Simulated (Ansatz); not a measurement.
Write a Python script for Ansatz's Python interface that makes a single point in a Gaussian basis of C2H7BOSi2, SMILES C#CB([SiH3])O[SiH3]. Use: Hartree-Fock, STO-3G basis, multiplicity 1.

```xyz
13

C    -1.6961    0.5908    2.2708
C    -0.8830    0.3226    1.4788
B     0.1902   -0.0676    0.4710
Si    0.6359   -1.9417    0.1351
O     1.1296    0.9437   -0.0684
Si    0.4364    1.4943   -1.5398
H    -2.4777    0.9103    2.9471
H     0.4867   -2.1921   -1.3112
H    -0.4185   -2.7535    0.9049
H     1.9195   -2.2936    0.6169
H     1.2840    2.5186   -2.1047
H     0.3637    0.3612   -2.4660
H    -0.9502    2.0724   -1.3197
```

`c2h7bosi2.py`:
```python
import ansatz as az
from ase import Atoms
import numpy as np


def main() -> None:
    atoms = Atoms(["C", "C", "B", "Si", "O", "Si", "H", "H", "H", "H", "H", "H", "H"], positions=[
        [-1.6961, 0.5908, 2.2708],
        [-0.883, 0.3226, 1.4788],
        [0.1902, -0.0676, 0.471],
        [0.6359, -1.9417, 0.1351],
        [1.1296, 0.9437, -0.0684],
        [0.4364, 1.4943, -1.5398],
        [-2.4777, 0.9103, 2.9471],
        [0.4867, -2.1921, -1.3112],
        [-0.4185, -2.7535, 0.9049],
        [1.9195, -2.2936, 0.6169],
        [1.284, 2.5186, -2.1047],
        [0.3637, 0.3612, -2.466],
        [-0.9502, 2.0724, -1.3197],
    ])
    geometry = az.Crystal.molecule_from_ase(atoms)

    job = (
        geometry.calculation()
        .basis(gaussian="STO-3G")
        .functional("hf")
        .forces()
    )
    data = job.session().plan(threads=1).execute().report

    print(f"E = {data['free_energy_ev']:.6f} eV = {data['free_energy_ev'] / 27.211386246:.7f} Ha")
    print("converged:", data["converged"], " doubts:", data["published_state_doubts"] or "none")

    field = data["mean_field"]
    print("<S^2> =", round(abs(field["state"]["spin_squared"]), 4), " all-electron relativity setting:", field["relativity"])
    print("passes:", field["passes"])
    if "symmetry" in field:
        print("occupied orbitals by irrep:", field["symmetry"]["occupied"])

    symbols = [site.symbol for site in geometry.cartesian_sites]
    print("forces (eV/A)")
    for symbol, f in zip(symbols, data["forces_ev_ang"]):
        print(f"  {symbol:2s} {f[0]:9.4f} {f[1]:9.4f} {f[2]:9.4f}")

    charges = data["charge_distribution"]
    dipole = np.array(charges["dipole_moment_e_ang"]) * 4.803205
    print("dipole (D): {:.3f} {:.3f} {:.3f}, length {:.3f}".format(*dipole, np.linalg.norm(dipole)))
    print("atom  Mulliken   Lowdin")
    for symbol, m, l in zip(symbols, charges["mulliken_charges_e"], charges["lowdin_charges_e"]):
        print(f"{symbol:4s} {m:9.3f} {l:8.3f}")


if __name__ == "__main__":
    main()
```

```console
$ python c2h7bosi2.py
E = -20361.477010 eV = -748.2704786 Ha
converged: True  doubts: none
<S^2> = 0.0  all-electron relativity setting: none
passes: {'evaluations': 11, 'products': 23}
occupied orbitals by irrep: [{'A': 30}, {'A': 30}]
forces (eV/A)
  C    -2.0684    0.9552    1.5244
  C     1.1306   -0.2231   -1.3538
  B     3.9691    2.7490   -0.5377
  Si   -3.0993   -1.9466    0.1074
  O    -3.7924   -2.2273    0.4859
  Si   -1.2549    0.5797   -0.3244
  H     0.6302   -0.4008   -0.3055
  H     0.3555   -0.0746    1.4080
  H     2.0538    1.0937   -1.5647
  H     0.2645   -0.0320   -0.1037
  H    -0.2892   -0.4828    0.3775
  H    -0.0553    0.9757    0.6371
  H     2.1556   -0.9661   -0.3504
dipole (D): -0.688 0.433 -0.729, length 1.092
atom  Mulliken   Lowdin
C       -0.109   -0.067
C       -0.168   -0.122
B        0.209    0.087
Si       0.555    0.494
O       -0.431   -0.311
Si       0.780    0.693
H        0.105    0.077
H       -0.158   -0.140
H       -0.163   -0.150
H       -0.150   -0.129
H       -0.153   -0.138
H       -0.162   -0.149
H       -0.155   -0.145
```

Reading the output:
- The settings weren't tested for convergence.
- The geometry is a force-field or estimated start, not a minimum of this method, and the basis set is short of its limit.
- The Löwdin charges here are taken after orthogonalising the functions within each atom; they differ from plain Löwdin charges, and their signs can be unphysical.
- It ran for 1.1 s on 1 thread of Arm Neoverse V2 (shared host), peak memory 0.17 GiB.
